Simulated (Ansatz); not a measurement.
# C6H14AlCl: up Jacob's ladder to CCSD(T)

How much do the methods differ for C6H14AlCl? The plan is to run it at one geometry with functionals of several rungs and with coupled cluster, and see how far each lands from CCSD(T) at the basis-set limit for the atomisation energy.

Method: functionals in def2-TZVPP, the program's frozen cores in correlated methods; program: Ansatz 0.2.0, Gaussian basis.

Plan: LDA (SPW92), PBE-D4, revPBE-D4, BLYP-D4, r2SCAN-D4, B97M-V, PBE0-D4, B3LYP-D4, r2SCANh-D4, r2SCAN0-D4, HSE06-D4, BHLYP-D4, CAM-B3LYP-D4, LC-ωPBE, ωB97X-V, ωB97M-V, B2PLYP, PBE-QIDH; CCSD(T)/def2-SVP; CCSD(T)/def2-TZVPP; MP2/def2-QZVPP; extrapolation to the limit; RPA on PBE.

## 1. The relaxed structure

An earlier PBE0-D4 in a triple-zeta def2 set relaxation fixed the geometry.

SMILES `C[CH](C)[Al]([Cl])[CH](C)C`, 22 atoms, charge 0, spin multiplicity 1.

Atoms are counted from 1 here; the program's logs count them from 0.

Bond lengths: C1–C2 1.526 Å, C1–H9 1.094 Å, C1–H10 1.092 Å, C1–H11 1.097 Å, C2–C3 1.532 Å, C2–Al4 1.965 Å, C2–H12 1.102 Å, C3–H13 1.096 Å, C3–H14 1.095 Å, C3–H15 1.094 Å, Al4–Cl5 2.117 Å, Al4–C6 1.965 Å, C6–C7 1.526 Å, C6–C8 1.532 Å, C6–H16 1.102 Å, C7–H17 1.094 Å, C7–H18 1.092 Å, C7–H19 1.097 Å and more. Angles: C2–C1–H9 111.4°, C2–C1–H10 112.3°, C2–C1–H11 111.2°, H9–C1–H10 106.9°, H9–C1–H11 107.1°, H10–C1–H11 107.7°, C1–C2–C3 111.4°, C1–C2–Al4 114.6°, C1–C2–H12 108.0°, C3–C2–Al4 110.6°, C3–C2–H12 107.2°, Al4–C2–H12 104.6°, C2–C3–H13 111.1°, C2–C3–H14 111.5°, C2–C3–H15 112.7°, H13–C3–H14 106.7°, H13–C3–H15 107.2°, H14–C3–H15 107.3° and more.

Geometry (Å):

| atom | x (Å) | y (Å) | z (Å) |
| --- | --- | --- | --- |
| C1 | -1.1995 | -2.5945 | 1.1347 |
| C2 | -1.0019 | -1.4009 | 0.2054 |
| C3 | -2.2737 | -0.5529 | 0.1075 |
| Al4 | 0.5492 | -0.2751 | 0.6385 |
| Cl5 | 1.8706 | -0.9271 | 2.1579 |
| C6 | 0.9361 | 1.4253 | -0.2670 |
| C7 | 2.2713 | 2.0578 | 0.1137 |
| C8 | 0.8042 | 1.2708 | -1.7851 |
| H9 | -1.4082 | -2.2730 | 2.1596 |
| H10 | -0.3165 | -3.2363 | 1.1776 |
| H11 | -2.0461 | -3.2121 | 0.8113 |
| H12 | -0.7904 | -1.7878 | -0.8040 |
| H13 | -3.1229 | -1.1525 | -0.2410 |
| H14 | -2.5581 | -0.1415 | 1.0818 |
| H15 | -2.1668 | 0.2894 | -0.5825 |
| H16 | 0.1330 | 2.1036 | 0.0620 |
| H17 | 3.1128 | 1.4249 | -0.1841 |
| H18 | 2.3612 | 2.2184 | 1.1905 |
| H19 | 2.4054 | 3.0272 | -0.3811 |
| H20 | 0.9105 | 2.2374 | -2.2917 |
| H21 | 1.5822 | 0.6157 | -2.1913 |
| H22 | -0.1617 | 0.8527 | -2.0840 |

## 2. LDA

This LDA is Slater exchange with PW92 correlation.

in.yaml reads:

```yaml
crystal:
  periodic: [false, false, false]
  atoms:
    - {symbol: C, position_ang: [-1.199519, -2.594534, 1.134739]}
    - {symbol: C, position_ang: [-1.001911, -1.400877, 0.205379]}
    - {symbol: C, position_ang: [-2.273716, -0.552900, 0.107528]}
    - {symbol: Al, position_ang: [0.549163, -0.275059, 0.638462]}
    - {symbol: Cl, position_ang: [1.870589, -0.927060, 2.157867]}
    - {symbol: C, position_ang: [0.936137, 1.425348, -0.266964]}
    - {symbol: C, position_ang: [2.271328, 2.057797, 0.113726]}
    - {symbol: C, position_ang: [0.804226, 1.270804, -1.785117]}
    - {symbol: H, position_ang: [-1.408236, -2.273033, 2.159621]}
    - {symbol: H, position_ang: [-0.316484, -3.236263, 1.177595]}
    - {symbol: H, position_ang: [-2.046121, -3.212053, 0.811259]}
    - {symbol: H, position_ang: [-0.790388, -1.787754, -0.804028]}
    - {symbol: H, position_ang: [-3.122901, -1.152489, -0.241018]}
    - {symbol: H, position_ang: [-2.558071, -0.141479, 1.081808]}
    - {symbol: H, position_ang: [-2.166793, 0.289420, -0.582530]}
    - {symbol: H, position_ang: [0.133010, 2.103646, 0.061995]}
    - {symbol: H, position_ang: [3.112766, 1.424869, -0.184065]}
    - {symbol: H, position_ang: [2.361194, 2.218363, 1.190544]}
    - {symbol: H, position_ang: [2.405437, 3.027231, -0.381143]}
    - {symbol: H, position_ang: [0.910456, 2.237368, -2.291655]}
    - {symbol: H, position_ang: [1.582213, 0.615745, -2.191293]}
    - {symbol: H, position_ang: [-0.161676, 0.852708, -2.084016]}
basis:
  gaussian: {orbitals: def2-TZVPP}
hamiltonian: {xc: lda}
output: {orbitals: {seedname: orbitals}}
```

On the command line:

```sh
> ansatz run in.yaml --threads 4 --pin off --events-out ev --progress --plain --max-ram 66560MiB --backend cuda --devices 0, --max-vram 37GiB
```

Further steps of the session: PBE-D4 (GGA); revPBE-D4 (GGA); BLYP-D4 (GGA); r2SCAN-D4 (meta-GGA); B97M-V (meta-GGA); B3LYP-D4 (hybrid); r2SCANh-D4 (hybrid); r2SCAN0-D4 (hybrid); HSE06-D4 (hybrid); BHLYP-D4 (hybrid); CAM-B3LYP-D4 (range-separated); LC-ωPBE (range-separated); ωB97X-V (range-separated); ωB97M-V (range-separated); B2PLYP (double hybrid); PBE-QIDH (double hybrid); CCSD(T) in def2-SVP; CCSD(T) in def2-TZVPP; MP2 in def2-QZVPP; RPA on PBE orbitals.

Q: Predict the results of all the runs planned. Wanted: atomisation energy, CCSD(T)/CBS; farthest beyond LDA; mean size of error, GGA; mean size of error, meta-GGA; mean size of error, hybrid; mean size of error, range-separated; mean size of error, double hybrid; gap, smallest and largest; T1 diagnostic.

The runs gave:

```
                               quantity                                                                                                   value
        atomisation energy, CCSD(T)/CBS                                                                                               87.838 eV
    functionals within 0.439 eV (0.5 %)  r2SCAN-D4, B97M-V, B3LYP-D4, r2SCANh-D4, r2SCAN0-D4, CAM-B3LYP-D4, LC-ωPBE, ωB97X-V, ωB97M-V, PBE-QIDH
                    farthest beyond LDA                                                                                    BHLYP-D4 (-1.743 eV)
                mean size of error, GGA                                                                                                0.833 eV
           mean size of error, meta-GGA                                                                                                0.281 eV
             mean size of error, hybrid                                                                                                0.546 eV
    mean size of error, range-separated                                                                                                0.204 eV
      mean size of error, double hybrid                                                                                                0.508 eV
              gap, smallest and largest                                                               3.98 eV (LDA (SPW92)), 10.85 eV (LC-ωPBE)
                          T1 diagnostic                                                                                                  0.0092
triples share of the correlation energy                                                                                                   3.9 %
```

What this shows: LDA overbinds by 11.109 eV (13 %). PBE-D4 misses by +1.288 eV. Double hybrids carry the basis error of their MP2 part in triple zeta, and no dispersion term here, so their miss is partly the set-up's. The rungs range-separated, meta-GGA miss on average by less than the doubt on the reference (0.439 eV), so they tie. Misses under about 0.439 eV are within the doubt on the reference itself, which lacks core-valence correlation, relativity and higher excitations. Hartree-Fock recovers 76 % of the binding; the rest is correlation. CCSD(T) in def2-SVP is off by -3.416 eV, so the small basis spoils what the method gains. Orbital gaps span 4.0 to 10.9 eV; exact exchange widens them.
